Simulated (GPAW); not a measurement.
# MoS2 (P6_3/mmc) in GPAW: a series of runs

The runs below take MoS2 through dielectric tensor, optical spectrum, with LDA.

Program: GPAW 26.7.0. These are calculated values, not measurements. Logs are shortened: lines on timing, memory, paths and dates and some standing lists are left out, and cuts for length are marked. The log counts tension as positive stress, the text compression.

**Experimental background.**

“Multiwavelength excitation Raman Scattering Analysis of bulk and 2 dimensional MoS2: Vibrational properties of atomically thin MoS2 layers”, 2015, arxiv:1506.03228 reports, for a bulk crystal of MoS2 at 300 K: band gap 1.3 eV (indirect).

How close the calculation comes is told below.

**1. The structure**

Symmetry: P6_3/mmc, No. 194, hexagonal system. The conventional cell has a = 3.161 Å, b = 3.161 Å, c = 12.295 Å, α = 90.00°, β = 90.00°, γ = 120.00°. Around Mo (site symmetry -6m2) lie 6 S at 2.39 Å. Around S (site symmetry 3m) lie 3 Mo at 2.39 Å.

**2. Dielectric tensor, LDA**

Input file run.py:

```python
import numpy as np
from ase import Atoms
from ase.dft.bandgap import bandgap
from ase.io import write
from gpaw import GPAW, PW
from gpaw.response.df import DielectricFunction

atoms = Atoms(['Mo', 'Mo', 'S', 'S', 'S', 'S'],
              cell=[[3.161, 0.0, 0.0],
                    [-1.5805, 2.7375063014, 0.0],
                    [0.0, 0.0, 12.295]],
              scaled_positions=[[0.333333, 0.666667, 0.25],
                                [0.666667, 0.333333, 0.75],
                                [0.333333, 0.666667, 0.624561],
                                [0.666667, 0.333333, 0.124561],
                                [0.333333, 0.666667, 0.875439],
                                [0.666667, 0.333333, 0.375439]],
              pbc=True)

calc = GPAW(mode=PW(500),
            xc='LDA',
            kpts={'size': (8, 8, 2), 'gamma': True},
            occupations={'name': 'fermi-dirac', 'width': 0.001},
            nbands=46,
            convergence={'density': 1e-06},
            maxiter=150,
            txt='gpaw.txt')
atoms.calc = calc
energy = atoms.get_potential_energy()
calc.write('gs.gpw')
write('result.traj', atoms)
print(f'Energy: {energy:.6f} eV')
print('Fermi level:', round(calc.get_fermi_level(), 4), 'eV')
print(f'Gap: {bandgap(calc)[0]:.4f} eV, direct: {bandgap(calc, direct=True)[0]:.4f} eV')

for size in [(8, 8, 2), (12, 12, 3)]:
    name = 'x'.join(str(n) for n in size)
    dense = calc.fixed_density(kpts={'size': size, 'gamma': True},
                               nbands=80, convergence={'bands': 74, 'eigenstates': 1e-7},
                               update_fermi_level=True, txt=f'dense-{name}.txt')
    dense.write(f'{name}.gpw', mode='all')
    df = DielectricFunction(f'{name}.gpw', frequencies=np.array([0.0]), hilbert=False, eta=0.001,
                            ecut=60, nbands=74, intraband=False, txt=f'df-{name}.txt')
    for xc in ['RPA', 'Bootstrap', 'ALDA']:
        for direction in ['x', 'y', 'z', [0, 1, 1], [1, 0, 1], [1, 1, 0]]:
            e0, e = df.get_macroscopic_dielectric_constant(xc=xc, direction=direction)
            print(f'{name} {xc} {direction}: {e0:.4f} without, {e:.4f} with local fields')
```

Potentials or basis: the program's PAW data sets (release 1.2.1) made for this functional, pw.

The run is started by

```console
$ OMP_NUM_THREADS=1 python run.py
```

gpaw.txt:

```text
__  _  _
 | _ |_)|_||  |
 |__||  | ||/\| - 26.7.0

Input parameters:
  mode=PW(ecut=500.0),
  convergence={'density': 1e-06},
  kpts=MonkhorstPack(size=(8, 8, 2), gamma=True),
  maxiter=150,
  nbands=46,
  occupations=Occupations(name='fermi-dirac', width=0.001),
  xc=XC(name='LDA')

Diagonalizing LCAO Hamiltonian
Converting LCAO to pw mode

        S

           Mo
        S

           S
        Mo

           S

Atoms  # Å, Bohr magnetons
|   | symbol |         x |        y |         z |    initial magnetic moments |
|---|--------|-----------|----------|-----------|-----------------------------|
| 0 |     Mo | -0.000002 | 1.825005 |  3.073750 | ( 0.0000,  0.0000,  0.0000) |
| 1 |     Mo |  1.580502 | 0.912501 |  9.221250 | ( 0.0000,  0.0000,  0.0000) |
| 2 |      S | -0.000002 | 1.825005 |  7.678977 | ( 0.0000,  0.0000,  0.0000) |
| 3 |      S |  1.580502 | 0.912501 |  1.531477 | ( 0.0000,  0.0000,  0.0000) |
| 4 |      S | -0.000002 | 1.825005 | 10.763523 | ( 0.0000,  0.0000,  0.0000) |
| 5 |      S |  1.580502 | 0.912501 |  4.616023 | ( 0.0000,  0.0000,  0.0000) |

Unit cell  # Å
| periodic |         x |        y |         z |   lengths |     angles |
|----------|-----------|----------|-----------|-----------|------------|
|      yes |  3.161000 | 0.000000 |  0.000000 |  3.161000 |  90.000000 |
|      yes | -1.580500 | 2.737506 |  0.000000 |  3.161000 |  90.000000 |
|      yes |  0.000000 | 0.000000 | 12.295000 | 12.295000 | 120.000000 |

Number of symmetries: 4
Symmetry operations  # r_c * U_cc + t_c -> r_c
|   | kind |            matrix            |
|---|------|------------------------------|
| 0 |  E   |  1, 0, 0,  0, 1, 0,  0, 0, 1 |
| 1 |  C2  |  0, 1, 0,  1, 0, 0,  0, 0,-1 |
| 2 |  σ   |  0,-1, 0, -1, 0, 0,  0, 0, 1 |
| 3 |  i   | -1, 0, 0,  0,-1, 0,  0, 0,-1 |

BZ-sampling:
  Number of BZ points: 128
  Number of IBZ points: 42

  Monkhorst-Pack size: [8, 8, 2]
  Monkhorst-Pack shift: [0.0625, 0.0625, 0.25]

K-points  # in reciprocal-cell coordinates
|     |                                coordinates |     weight |
|-----|--------------------------------------------|------------|
|   0 | (  0.00000000,   0.00000000,   0.00000000) | 0.00781250 |
|   1 | (  0.00000000,   0.00000000,   0.50000000) | 0.00781250 |
|   2 | (  0.12500000,  -0.12500000,   0.00000000) | 0.01562500 |
|   3 | (  0.12500000,  -0.12500000,   0.50000000) | 0.01562500 |
|   4 | (  0.12500000,   0.00000000,   0.00000000) | 0.03125000 |
|   5 | (  0.12500000,   0.00000000,   0.50000000) | 0.03125000 |
|   6 | (  0.12500000,   0.12500000,   0.00000000) | 0.01562500 |
|   7 | (  0.12500000,   0.12500000,   0.50000000) | 0.01562500 |
|   8 | (  0.25000000,  -0.25000000,   0.00000000) | 0.01562500 |
|   9 | (  0.25000000,  -0.25000000,   0.50000000) | 0.01562500 |
| ... |                                            |            |
|  41 | (  0.50000000,   0.50000000,   0.50000000) | 0.00781250 |

Plane wave coefficients: 2736
Cutoff: 500.0 eV

Spin-components: 1 (collinear spins)
Bands:           46
Projectors:      32
Spin-degeneracy: 2
Datatype:        complex128

Parallelization:
  kpt:    1
  domain: 1
  band:   1

Density:
  Valence electrons: 52.0
  Components: 1
  Grid points: [18 18 64]
  Charge: 0.0  # |e|

Potential:
  Grid points: [18 18 64]

species:
  Mo:
    name:    Molybdenum
    Z:       42.0
    valence: 14
    core:    28
    charge:  0.0  # [|e|]
    compensation charges:
      type: gauss
      rc: 0.38  # [Å]
      lmax: 2
    cutoffs:
      filter: 2.16  # [Å]
      core: 1.42  # [Å]
    projectors
    | kind |    occ | energy [eV] | rcut [Å] |
    |------|--------|-------------|----------|
    |   4s |  2.000 |     -64.384 |    1.238 |
    |   5s |  1.000 |      -4.319 |    1.238 |
    |   4p |  6.000 |     -38.595 |    1.296 |
    |   5p |  0.000 |      -1.161 |    1.296 |
    |   4d |  5.000 |      -3.933 |    1.296 |
    |    d |        |      23.278 |    1.296 |

    Using partial waves for Mo as LCAO basis

  S:
    name:    Sulfur
    Z:       16.0
    valence: 6
    core:    10
    charge:  0.0  # [|e|]
    compensation charges:
      type: gauss
      rc: 0.24  # [Å]
      lmax: 2
    cutoffs:
      filter: 1.77  # [Å]
      core: 1.66  # [Å]
    projectors
    | kind |    occ | energy [eV] | rcut [Å] |
    |------|--------|-------------|----------|
    |   3s |  2.000 |     -17.278 |    0.974 |
    |   3p |  4.000 |      -7.106 |    0.979 |
    |    s |        |       9.933 |    0.974 |
    |    p |        |      20.105 |    0.979 |
    |    d |        |       0.000 |    0.900 |

    Using partial waves for S as LCAO basis

Reference energy: -263337.961849  # eV

eigensolver:
  PPCG
  Converge bands: occupied
  niter=2

density mixing:
  MSR1-Mixer
  Pratt-step length: 0.05
  Maximum mixing coefficient: 0.75
  Old densities: 10
  SVD Regularization: 0.005
  Good broyden scale: 1.0
  Trust region scale: 1.0
  Backstep threshold: 4.0
  History deletion threshold: 6.0
  Fourier metric: weight=20.0, sigma=0.015

occupation numbers:
  Fermi-Dirac:
    width: 0.0010  # eV

poisson solver:
  ecut: 4000.0  # eV

xc functional:
  name: None

convergence criteria:
- Maximum integral of absolute [dens]ity change: 1e-06 electrons / valence electron
- Maximum [total energy] change in last 3 cyles: 0.0005 eV / valence electron
- Maximum integral of absolute [eigenst]ate change: 4e-08 eV^2 / valence electron
maximum number of iterations: 150

SCF iterations
|iter     | |      energy | eigst |  dens |
|---------|-|-------------|-------|-------|
|iter:   1| |  -52.604427 | +0.53 |       |
|iter:   2| |  -51.873528 | -1.15 | -1.00 |
|iter:   3| |  -49.880824 | -1.14 | -1.07 |
|iter:   4| |  -49.704831 | -1.96 | -1.46 |
|iter:   5| |  -49.685869 | -2.57 | -1.79 |
|iter:   6| |  -49.715750 | -2.99 | -2.07 |
|iter:   7| |  -49.674084 | -3.36 | -2.10 |
|iter:   8| |  -49.674042 | -5.11 | -3.01 |
|iter:   9| |  -49.674044c| -6.02 | -3.41 |
|iter:  10| |  -49.674044c| -7.42c| -4.37 |
|iter:  11| |  -49.674045c| -7.87c| -4.86 |
|iter:  12| |  -49.674045c| -8.46c| -5.48 |
|iter:  13| |  -49.674045c| -8.94c| -6.14c|

Converged in 13 steps
Energy contributions relative to reference atoms: (reference = -263337.961849)

Energy contributions:
  Kinetic:          -0.466643
  Coulomb:         -10.886254
  Zero:             -0.309423
  External:          0.000000
  Xc:              -38.011725
  Entropy:          -0.000000
  Spinorbit:         0.000000
  ----------------------------
  Free energy:     -49.674045
  Extrapolated:    -49.674045

dipole moment: (0.000001, 0.000002, 0.000007)  # |e|*Ang

Fermi level: 8.953
Eigenvalues  # (at kpt = [0.000, 0.000, 0.000])
| band index |      eig [eV] | occ [0-2] |
|------------|---------------|-----------|
|          0 |       -53.369 |     2.000 |
|        ... |               |           |
|         18 |         4.647 |     2.000 |
|         19 |         5.776 |     2.000 |
|         20 |         5.776 |     2.000 |
|         21 |         5.819 |     2.000 |
|         22 |         5.819 |     2.000 |
|         23 |         6.887 |     2.000 |
[... 8 lines left out ...]
|         32 |        10.553 |     0.000 |
|         33 |        10.553 |     0.000 |
|        ... |               |           |
|         45 |        20.461 |     0.000 |

Gap: 0.907 eV
Transition (v -> c):
  (s=0, k=0, n=25, [0.00, 0.00, 0.00]) -> (s=0, k=14, n=26, [0.25, 0.12, 0.00])
Direct/indirect transitions are different
Direct gap: 1.926 eV
Transition at: (s=0, k=28, n=25, [0.38, 0.25, 0.00])
# Writing to gs.gpw (mode='')
```

It took 31 min on 1 thread of AMD EPYC 7R43 (Zen 3), shared host; peak memory 1.9 GiB.

What came out:

```
Free energy                             : -49.6740 eV
Band gap on the k mesh                  : 0.91 eV, indirect (least direct gap 1.93 eV)
Electronic dielectric tensor (diagonal) : 13.91, 13.91, 6.04
```

Electronic dielectric tensor:
```
13.91  0.00  0.00
 0.00 13.91  0.00
 0.00  0.00  6.04
```

Caveat: the long-wavelength limit can be off by several per cent where d states take part; an odd mesh through Γ misses points on the zone boundary, where band edges often lie.

[end of part 1 of 2]
